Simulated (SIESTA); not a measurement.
## Hf2Pd2Se2Br2O3 under changes of volume

One of the cells (20.772 Å³/atom); the others are scaled copies at fixed shape and fractional positions:

```xyz
11
Lattice="5.7988 0.0050 -0.0029 -0.5310 5.8854 0.0344 -1.4942 -0.9326 6.6899" Properties=species:S:1:pos:R:3 pbc="T T T"
Hf    3.5894    2.0082    2.3522
Hf    0.5397    2.1149    3.9886
Pd    3.9301   -0.0043    5.6782
Pd    0.4485    4.9825    2.4302
Se    2.0659    1.5043    6.2815
Se    2.4225    4.1095    3.5722
Br    4.1893    5.6928    1.0588
Br   -0.4179    4.0280    5.7958
O     4.5337    1.1567    3.9559
O     1.7662    1.0644    2.7409
O    -0.4253    3.0899    2.4738
```

The cell was built by a generator and needn't be a form met in nature.

```yaml
Program: SIESTA 5.4.2
Functional: PBE
Potentials_or_basis: PseudoDojo 0.4 standard (PBE files)
Basis: DZP (energy shift 0.003 Ry; two zetas on semicore shells)
Grid_cutoff: 800 Ry
Energy_shift: 0.003 Ry
k_mesh: 5 × 5 × 4
Occupations: fermi-dirac, width 0.05 eV
Spin: no spin polarisation
```

| volume (Å³/atom) | energy over the lowest point (meV/atom) | pressure (GPa) | gap on the mesh (eV) | largest force (eV/Å) |
| --- | --- | --- | --- | --- |
| 19.143 | 41.13 | 9.1 | 0.14 | 1.373 |
| 19.550 | ? | ? | ? | ? |
| 19.957 | 8.58 | 3.9 | 0.13 | 0.773 |
| 20.772 | 0.00 | -0.3 | 0.11 | 0.443 |
| 21.179 | 3.17 | -2.1 | 0.11 | 0.352 |
| 21.586 | 10.64 | -3.7 | 0.10 | 0.587 |

**Question.** What does the run at 19.550 Å³/atom give?

**Answer.** Energy over the lowest point 21.52 meV/atom; pressure 6.4 GPa; gap on the mesh 0.13 eV; largest force 1.006 eV/Å.

Worked out: A Birch-Murnaghan fit of order 3 (a polynomial in V^(-2/3)) to the other rows has its minimum at 20.70 Å³/atom with B0 = V·E''(V) = 98 GPa and B' = 4.6 at fixed shape and positions, which overstates the stiffness. It gives 21.52 meV/atom at 19.550 Å³/atom, against the run's 21.52, and -dE/dV = 6.4 GPa, against 6.4. A straight line through the other rows of the gap, of slope -0.336 eV per unit of ln V, gives 0.13 eV, against the run's 0.13.

Energies are extrapolated to zero smearing.

Caveats: short orbitals over semicore shells can move pressures by several GPa; spin-orbit coupling is left out, which moves the levels of the heavy elements; an odd mesh through Γ misses points on the zone boundary, where band edges often lie; the basis of atomic orbitals isn't converged, which shifts pressures, moduli and gaps; forces of over 1 eV/Å show positions far from the minimum, so gaps and moduli don't describe the material at rest (some runs).
